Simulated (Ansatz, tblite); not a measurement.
# The cluster Al₄Ga₃+: one state, many levels

One table from this session's results is given with a row withheld; the runs are named, their logs left out.

Computed with Ansatz 0.2.0, Gaussian basis. Level: as each input shows.

The runs, in order: GFN1-xTB, GFN2-xTB, PBE-D4/def2-TZVP, r2SCAN-D4/def2-TZVP, PBE-QIDH/def2-TZVP, B97M-V/def2-TZVP, CAM-B3LYP-D4/def2-TZVP, PBE-D4/def2-SVP, PBE0-D4/def2-SVP, HF/STO-3G, CCSD(T)/def2-SVP, MP2/def2-TZVP.

2 further runs of the same task are left out: 2 set aside as unsound or not needed.

### The geometry

The singlet was relaxed beforehand with PBE-D4/def2-SVP. At that level it is the lowest of the isomers that a small search found.

7 atoms, charge 1, spin multiplicity 1.

Bond lengths: Al1–Al3 2.602 Å, Al1–Al4 2.712 Å, Al1–Ga7 2.582 Å, Al2–Al4 2.751 Å, Al2–Ga6 2.588 Å, Al2–Ga7 2.588 Å, Al3–Al4 2.602 Å, Al3–Ga5 2.582 Å, Al4–Ga6 2.582 Å, Ga5–Ga6 2.568 Å, Ga5–Ga7 2.568 Å. Angles: Al3–Al1–Al4 58.6°, Al3–Al1–Ga7 85.0°, Al4–Al1–Ga7 98.6°, Al4–Al2–Ga6 57.7°, Al4–Al2–Ga7 97.4°, Ga6–Al2–Ga7 84.6°, Al1–Al3–Al4 62.8°, Al1–Al3–Ga5 93.1°, Al4–Al3–Ga5 93.1°, Al1–Al4–Al2 60.5°, Al1–Al4–Al3 58.6°, Al1–Al4–Ga6 98.6° and more.

The ion is computed in the gas phase, without counter-ions or solvent.

PBE0-D4/def2-TZVP was run before; its log isn't repeated, and its numbers join the tables.

The first run:

Tight binding, by tblite at 300 K electronic temperature and without a spin-polarisation term:

```python
tblite.interface.Calculator('GFN1-xTB', numbers, positions, charge=1, uhf=0).singlepoint()
```

Tight binding, by tblite at 300 K electronic temperature and without a spin-polarisation term:

```python
tblite.interface.Calculator('GFN2-xTB', numbers, positions, charge=1, uhf=0).singlepoint()
```

start.molden holds the orbitals of an earlier run on this state, given as this run's starting guess.

The input, in.yaml:

```yaml
crystal:
  periodic: [false, false, false]
  atoms:
    - {symbol: Al, position_ang: [1.481427, 1.309239, -0.411104]}
    - {symbol: Al, position_ang: [0.517585, 0.291946, 1.958289]}
    - {symbol: Al, position_ang: [0.297779, -0.310145, -2.068993]}
    - {symbol: Al, position_ang: [1.480831, -1.372985, -0.009097]}
    - {symbol: Ga, position_ang: [-1.970076, -0.125275, -0.849116]}
    - {symbol: Ga, position_ang: [-0.904846, -1.619474, 0.946897]}
    - {symbol: Ga, position_ang: [-0.902700, 1.826694, 0.433123]}
basis:
  gaussian: {orbitals: def2-TZVP, initial_orbitals: start.molden}
total_charge: 1
hamiltonian: {xc: pbe, dispersion: d4}
scf: {omitted_lower_state_checks: [starts]}
output: {forces: true, orbitals: {seedname: orbitals}}
```

Launch:

```bash
$ ansatz run in.yaml --threads 4 --pin off --events-out ev --progress --plain --max-ram 4787MiB
```

Steps of the session up to this table: PBE-D4/def2-TZVP; r2SCAN-D4/def2-TZVP; PBE-QIDH/def2-TZVP; B97M-V/def2-TZVP; CAM-B3LYP-D4/def2-TZVP; PBE-D4/def2-SVP; PBE0-D4/def2-SVP; HF/STO-3G; CCSD(T)/def2-SVP; MP2/def2-TZVP.

One of the session's tables, all rows but one given; the rest of the session is left out.

It belongs to the step «Levels side by side». 

| level | HOMO (eV) | LUMO (eV) | gap (eV) |
| --- | --- | --- | --- |
| HF/STO-3G | -6.16 | -0.29 | 5.87 |
| PBE-D4/def2-SVP | -9.30 | -7.50 | 1.80 |
| PBE-D4/def2-TZVP | ? | ? | ? |
| r2SCAN-D4/def2-TZVP | -9.40 | -7.36 | 2.04 |
| B97M-V/def2-TZVP | -9.21 | -7.24 | 1.97 |
| PBE0-D4/def2-SVP | -9.84 | -6.93 | 2.91 |
| PBE0-D4/def2-TZVP | -9.76 | -6.80 | 2.95 |
| CAM-B3LYP-D4/def2-TZVP | -10.46 | -5.91 | 4.55 |

Q: Estimate the row for PBE-D4/def2-TZVP from the others.

As computed: HOMO (eV): -9.20; LUMO (eV): -7.39; gap (eV): 1.81. In the column «HOMO (eV)» it lies between B97M-V/def2-TZVP (-9.21) and HF/STO-3G (-6.16).
